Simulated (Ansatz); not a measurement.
**Cl2FHMoOS: one species, many methods**

An exercise on one series of results from a longer session: the logs are not shown, and one member is left open.

Method: functionals in def2-TZVPP, the program's frozen cores in correlated methods; program: Ansatz 0.2.0, Gaussian basis.

Levels to be run: LDA (SPW92), PBE-D4, revPBE-D4, BLYP-D4, r2SCAN-D4, B97M-V, PBE0-D4, B3LYP-D4, r2SCANh-D4, r2SCAN0-D4, HSE06-D4, BHLYP-D4, CAM-B3LYP-D4, LC-ωPBE, ωB97X-V, ωB97M-V, B2PLYP, PBE-QIDH; CCSD(T)/def2-SVP; CCSD(T)/def2-TZVPP; MP2/def2-QZVPP; extrapolation to the limit; RPA on PBE.

## The relaxed structure

All runs share one geometry, relaxed beforehand with PBE0-D4 in a triple-zeta def2 set. Mo takes the def2 core potential; no spin-orbit term is included.

SMILES `[OH][Mo]([F])(=[S])([Cl])[Cl]`, 7 atoms, charge 0, spin multiplicity 1.

Atoms are counted from 1 here; the program's logs count them from 0.

Bond lengths: O1–Mo2 1.854 Å, O1–H7 0.964 Å, Mo2–F3 1.860 Å, Mo2–S4 2.063 Å, Mo2–Cl5 2.286 Å, Mo2–Cl6 2.282 Å. Angles: Mo2–O1–H7 124.9°, O1–Mo2–F3 86.2°, O1–Mo2–S4 104.0°, O1–Mo2–Cl5 88.3°, O1–Mo2–Cl6 152.1°, F3–Mo2–S4 107.9°, F3–Mo2–Cl5 146.9°, F3–Mo2–Cl6 83.4°, S4–Mo2–Cl5 105.2°, S4–Mo2–Cl6 103.7°, Cl5–Mo2–Cl6 86.5°.

The first run:

in.yaml reads:

```yaml
crystal:
  periodic: [false, false, false]
  atoms:
    - {symbol: O, position_ang: [0.812041, -0.167292, -1.363613]}
    - {symbol: Mo, position_ang: [-0.095280, -0.152320, 0.252725]}
    - {symbol: F, position_ang: [-1.618819, -0.543637, -0.739334]}
    - {symbol: S, position_ang: [0.515764, -1.887447, 1.185416]}
    - {symbol: Cl, position_ang: [1.357031, 1.458065, 0.975596]}
    - {symbol: Cl, position_ang: [-1.599974, 0.747355, 1.713525]}
    - {symbol: H, position_ang: [0.690437, 0.477378, -2.069914]}
basis:
  gaussian: {orbitals: def2-TZVPP}
hamiltonian: {xc: lda}
output: {orbitals: {seedname: orbitals}}
```

Started as:

```sh
ansatz run in.yaml --threads 8 --pin off --events-out ev --progress --plain --max-ram 18278MiB
```

Among the steps run: LDA; PBE-D4 (GGA); revPBE-D4 (GGA); BLYP-D4 (GGA); r2SCAN-D4 (meta-GGA); B97M-V (meta-GGA); PBE0-D4 (hybrid); B3LYP-D4 (hybrid); r2SCANh-D4 (hybrid); r2SCAN0-D4 (hybrid); HSE06-D4 (hybrid); BHLYP-D4 (hybrid); CAM-B3LYP-D4 (range-separated); LC-ωPBE (range-separated); ωB97X-V (range-separated); ωB97M-V (range-separated); B2PLYP (double hybrid); PBE-QIDH (double hybrid).

One of the session's tables, all rows but one given; the rest of the session is left out.

It belongs to the step «Frontier levels by functional». 

| functional | HOMO (eV) | LUMO (eV) | gap (eV) |
| --- | --- | --- | --- |
| LDA (SPW92) | -7.50 | -5.15 | 2.34 |
| PBE-D4 | -7.33 | -4.95 | 2.39 |
| revPBE-D4 | -7.28 | -4.87 | 2.41 |
| BLYP-D4 | -7.16 | -4.82 | 2.35 |
| r2SCAN-D4 | -7.68 | -5.02 | 2.66 |
| B97M-V | -7.76 | -5.01 | 2.75 |
| PBE0-D4 | -8.65 | -4.31 | 4.34 |
| B3LYP-D4 | -8.38 | -4.48 | 3.90 |
| r2SCANh-D4 | ? | ? | ? |
| r2SCAN0-D4 | -8.88 | -4.33 | 4.54 |
| HSE06-D4 | -8.25 | -4.68 | 3.57 |
| BHLYP-D4 | -9.79 | -3.43 | 6.36 |
| CAM-B3LYP-D4 | -9.91 | -3.25 | 6.66 |
| LC-ωPBE | -11.25 | -2.19 | 9.06 |
| ωB97X-V | -10.90 | -2.23 | 8.67 |
| ωB97M-V | -10.74 | -2.20 | 8.54 |

Estimate the missing values for r2SCANh-D4.

Worked estimate for «HOMO (eV)». Against the share of exact exchange, r2SCAN-D4 (0, -7.68), r2SCAN0-D4 (0.25, -8.88) give a slope of -4.80 per unit share; at 0.1 the line stands at -8.16.

As computed: HOMO (eV): -8.16; LUMO (eV): -4.76; gap (eV): 3.41. In «HOMO (eV)» the line misses by 0.00.
